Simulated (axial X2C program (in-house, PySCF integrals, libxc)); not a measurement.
# RuSi⁺: EOM-IP-CCSD levels

Aim: EOM-IP-CCSD levels of RuSi⁺, with spin–orbit coupling in the Hamiltonian from the start.

The runs use an in-house X2C program for linear molecules on PySCF integrals; two-component X2C with atomic mean-field terms, Ru dyall-cv3z, Si dyall-v3z.

All values are calculated.

### 1 Set-up

task.json reads:

```json
{"zs": [44, 14], "q": 1, "bas": ["dyall-cv3z", "dyall-v3z"], "r0": 2.41, "eom": "ip", "rq": 0, "thr": -2.0, "nmax": 95, "grid": [1, 0.96, 1.045, 0.92, 1.09, 1.15]}
```

Keys: zs atomic numbers; q charge; bas basis sets; r0 starting distance in Å; eom kind of EOM run; thr threshold in hartree for freezing inner shells (an s shell follows its p shell); nmax most natural virtual spinors; grid distances as factors.

Command:

```
$ python soeom.py task.json out
```

Further steps of the session: EOM-IP-CCSD at 2.092 Å.

What does the calculation give? Wanted: next root led by one particle; T1 of the reference.

**Answer**, as computed:

| quantity | value |
| --- | --- |
| lowest root at 2.092 Å | Ω = 5/2, 6.197 eV |
| next root led by one particle | Ω = 3/2, about 1610 cm⁻¹ higher |
| T1 of the reference | 0.093 |

What this shows: Removing an electron from the reference determinant of RuSi costs 6.20 eV and empties a spinor of 99% Ru dδ. The closed-shell reference lies 0.92 eV above the lowest determinant found, so these energies count from an excited configuration. Errors of 0.1 to 0.3 eV are usual at this size, and roots led by higher excitations are left out, so the list is incomplete, and low states of that kind can be missing. T1 or the largest double amplitude of the reference is raised, which lowers the reliability.
